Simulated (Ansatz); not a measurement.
# MoW3S8: the cost of one run

Program: Ansatz 0.2.0. Level of theory: DFT LDA, scalar-relativistic, plane waves, PAW. These are calculated values, not measurements.

### 1 The starting structure

The structure is hexagonal, space group P-6m2 (No. 187). Conventional cell: a = 3.187 Å, b = 3.187 Å, c = 29.652 Å, α = 90.00°, β = 90.00°, γ = 120.00°. Mo (site symmetry -6m2) is surrounded by 6 S at 2.41 Å. W (site symmetry -6m2) is surrounded by 6 S at 2.42 Å. W (site symmetry 3m) is surrounded by 6 S at 2.42 Å. S (site symmetry 3m) is surrounded by 3 W at 2.42 Å. S (site symmetry 3m) is surrounded by 3 Mo at 2.41 Å.

Structure file:

```
CELL_PARAMETERS angstrom
3.18734 0.00000 0.00000
-1.59367 2.76032 0.00000
0.00000 0.00000 29.65202
ATOMIC_POSITIONS crystal
Mo 0.33333 0.66667 0.00000
W 0.33333 0.66667 0.50000
W 0.66667 0.33333 0.24959
W 0.66667 0.33333 0.75041
S 0.33333 0.66667 0.19661
S 0.33333 0.66667 0.69743
S 0.66667 0.33333 0.94733
S 0.66667 0.33333 0.44702
S 0.33333 0.66667 0.30257
S 0.33333 0.66667 0.80339
S 0.66667 0.33333 0.05267
S 0.66667 0.33333 0.55298
```

The cell was relaxed beforehand at this level, from a generated guess; it needn't be the stable form of this composition. At a tolerance of 0.02 Å it has space group P-6m2 (No. 187); it has 21.74 Å³/atom, an uncorrected energy of -0.85 eV/atom over the elements and, on its mesh, gap 1.27 eV.

### 2 Level of theory: LDA

File input.yaml:

```yaml
crystal:
  lattice:
    - [3.187344447, 0.0, 0.0]
    - [-1.5936722235, 2.7603212617, 0.0]
    - [0.0, 0.0, 29.6520225705]
  atoms:
    - { symbol: Mo, position: [0.3333333333, 0.6666666667, 0.0] }
    - { symbol: W, position: [0.3333333333, 0.6666666667, 0.5] }
    - { symbol: W, position: [0.6666666667, 0.3333333333, 0.2495911294] }
    - { symbol: W, position: [0.6666666667, 0.3333333333, 0.7504088706] }
    - { symbol: S, position: [0.3333333333, 0.6666666667, 0.1966081559] }
    - { symbol: S, position: [0.3333333333, 0.6666666667, 0.6974257307] }
    - { symbol: S, position: [0.6666666667, 0.3333333333, 0.9473344461] }
    - { symbol: S, position: [0.6666666667, 0.3333333333, 0.4470169368] }
    - { symbol: S, position: [0.3333333333, 0.6666666667, 0.3025742693] }
    - { symbol: S, position: [0.3333333333, 0.6666666667, 0.8033918441] }
    - { symbol: S, position: [0.6666666667, 0.3333333333, 0.0526655539] }
    - { symbol: S, position: [0.6666666667, 0.3333333333, 0.5529830632] }
basis:
  ecutwfc: 420
kpoints:
  mp_grid: { grid: [12, 12, 1] }
  band_path:
    path:
      - [[0.0, 0.0, 0.0], [0.5, 0.0, 0.0], [0.33333333, 0.33333333, 0.0], [0.0, 0.0, 0.0], [0.0, 0.0, 0.5], [0.5, 0.0, 0.5], [0.33333333, 0.33333333, 0.5], [0.0, 0.0, 0.5]]
      - [[0.5, 0.0, 0.5], [0.5, 0.0, 0.0]]
      - [[0.33333333, 0.33333333, 0.5], [0.33333333, 0.33333333, 0.0]]
    npoints: 10
hamiltonian:
  xc: lda
scf:
  occupations: { method: gaussian, width: 0.02 }
  n_extra_bands: 30
output:
  forces: true
  stress: true
  eigenvalues: true
  populations: true
  dos: { projected: true, de: 0.02, nscf_kmesh: { grid: [18, 18, 2] } }
  bader: false
  write_density: true
  write_potential: true
  elf: true
  volumetric_format: npy
```

Started as:

```bash
ansatz run input.yaml --threads 4 --pin off --max-ram 8192MiB --backend cpu --events-out ev --progress --plain --runs-dir out
```

What time and memory should one allow on 4 threads of Intel Xeon Platinum 8259CL at 2.50GHz (Skylake/Cascade Lake), shared host?

About 75 s, with a peak of 1.6 GiB.
